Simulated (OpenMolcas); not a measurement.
# Nd²⁺ among point charges: CASSCF levels and susceptibility

Aim: the splitting of the states of Nd²⁺ in the field of 8 point charges, its lowest levels with spin-orbit coupling and its magnetic susceptibility.

Method: state-averaged CASSCF, spin-orbit coupling by RASSI with atomic mean-field integrals. Code: OpenMolcas 26.06.

## Step 1: The system

| Quantity | Value |
| --- | --- |
| Species | Nd²⁺ (neodymium, Z = 60, 58 electrons) |
| Basis | ANO-RCC-VDZP [7s6p4d2f1g], 68 functions |
| Scalar Hamiltonian | DKH2, point nucleus |
| Inactive shells | 1s 2s 2p 3s 3p 3d 4s 4p 4d 5s 5p |
| Active space | 4 electrons in 7 orbitals (4f) |
| Some configurations of this space | 4f⁴ |
| Orbitals | optimised for the highest spin of each parity, averaged over all roots |

Outer shells as boxes (Hund's rule):

4f4
```
4f [↑ ][↑ ][↑ ][↑ ][  ][  ][  ]
```

The ion sits among 8 point charges of -2 e arranged as a cube (Oh), 3.27 Å from the ion.

Each step is its own input file, run in one work folder so that later steps find the files of earlier ones. Labels, J, g values, rates, χT and fits are worked out afterwards by a script from the matrices that RASSI stores. The input lists half of the charges; inversion (Group=XYZ) makes the rest.

## Step 2: Basis and integrals

Input file a.inp:

```
&GATEWAY
Coord
1

Nd 0.0 0.0 0.0
Basis=ANO-RCC-VDZP
Group=XYZ
NoMove
AngMom=0.0 0.0 0.0
AMFI
XField
4 Angstrom 0
1.887935 1.887935 1.887935 -2.000000
1.887935 1.887935 -1.887935 -2.000000
1.887935 -1.887935 1.887935 -2.000000
1.887935 -1.887935 -1.887935 -2.000000
&SEWARD
```

The run is started by

```sh
OMP_NUM_THREADS=1 MOLCAS_MEM=2252 MOLCAS_PROJECT=a pymolcas a.inp > a.log
```

## Step 3: CASSCF: quintets of even parity, 35 roots

Input file a.inp:

```
&RASSCF
FileOrb=start.orb
Symmetry=1
Spin=5
nActEl=4 0 0
Inactive=15 12
Ras2=0 7
CIRoot=35 35 1
SDav=35
CIMx=300
Iter=120 100
PrWF=0.3
OrbListing=Nothing
MaxOrb=0
>>> COPY $Project.JobIph JOB001
```

start.orb holds the contracted functions of the basis, ordered by shell, or the orbitals of the step before.

## Step 4: CASSCF: triplets of even parity, 162 roots

Input file a.inp:

```
&RASSCF
FileOrb=start.orb
Symmetry=1
Spin=3
nActEl=4 0 0
Inactive=15 12
Ras2=0 7
CIRoot=162 162 1
SDav=210
CIMx=300
Iter=120 100
PrWF=0.3
OrbListing=Nothing
MaxOrb=0
CIOnly
>>> COPY $Project.JobIph JOB002
```

## Step 5: Reference wave functions, singlets of even parity, 162 roots

Input file a.inp:

```
&RASSCF
FileOrb=start.orb
Symmetry=1
Spin=1
nActEl=4 0 0
Inactive=15 12
Ras2=0 7
CIRoot=162 162 1
SDav=196
CIMx=300
Iter=120 100
PrWF=0.3
OrbListing=Nothing
MaxOrb=0
CIOnly
>>> COPY $Project.JobIph JOB003
```

## Step 6: State interaction with spin-orbit coupling

Input file a.inp:

```
&RASSI
NrOfJobIphs=3 33 106 31
1 2 3 4 5 6 7 8 9 10 11 12 13 14 15 16 17 18 19 20 21 22 23 24 25 26 27
28 29 30 31 32 33
1 2 3 4 5 6 7 8 9 10 11 12 13 14 15 16 17 18 19 20 21 22 23 24 25 26 27
28 29 30 31 32 33 34 35 36 37 38 39 40 41 42 43 44 45 46 47 48 49 50 51
52 53 54 55 56 57 58 59 60 61 62 63 64 65 66 67 68 69 70 71 72 73 74 75
76 77 78 79 80 81 82 83 84 85 86 87 88 89 90 91 92 93 94 95 96 97 98 99
100 101 102 103 104 105 106
1 2 3 4 5 6 7 8 9 10 11 12 13 14 15 16 17 18 19 20 21 22 23 24 25 26 27
28 29 30 31
IphNames
JOB001
JOB002
JOB003
EJob
SpinOrbit
DIPRint=1.0
SOCoupling=1000.0
Subsets=2
Property=9
'ANGMOM' 1 'ANGMOM' 2 'ANGMOM' 3 'MLTPL  1' 1 'MLTPL  1' 2 'MLTPL  1' 3
'AMFI' 1 'AMFI' 2 'AMFI' 3
SOProperty=3
'ANGMOM' 1 'ANGMOM' 2 'ANGMOM' 3
```

**Question.** What will these runs give? Wanted: spin-free ground state; first state of the same spin within the active space; lowest level; next level.

The runs gave:

| quantity | value |
| --- | --- |
| method | CASSCF |
| spin-free ground state | 5E, 2-fold in its orbital part |
| first state of the same spin within the active space | 5T2 at 9.67 cm⁻¹ |
| lowest level | 1-fold A1 |
| next level | 58.8 cm⁻¹ |
| χT at 300 K | 1.03 cm³ K/mol |
| effective moment at 300 K | 2.87 μB |

The spin-free ground state (5E) comes to 100 % from free-ion I terms and keeps the highest spin of the shell. The triplets, singlets rest on orbitals optimised for another spin in at least one step, which raises them against the optimised states. Not all states of the active space went into the spin-orbit step. High states of lower spin are left out of the spin-orbit mixing, and CASSCF puts spin-flip levels too high. This is an electrostatic model: the charges have no orbitals.
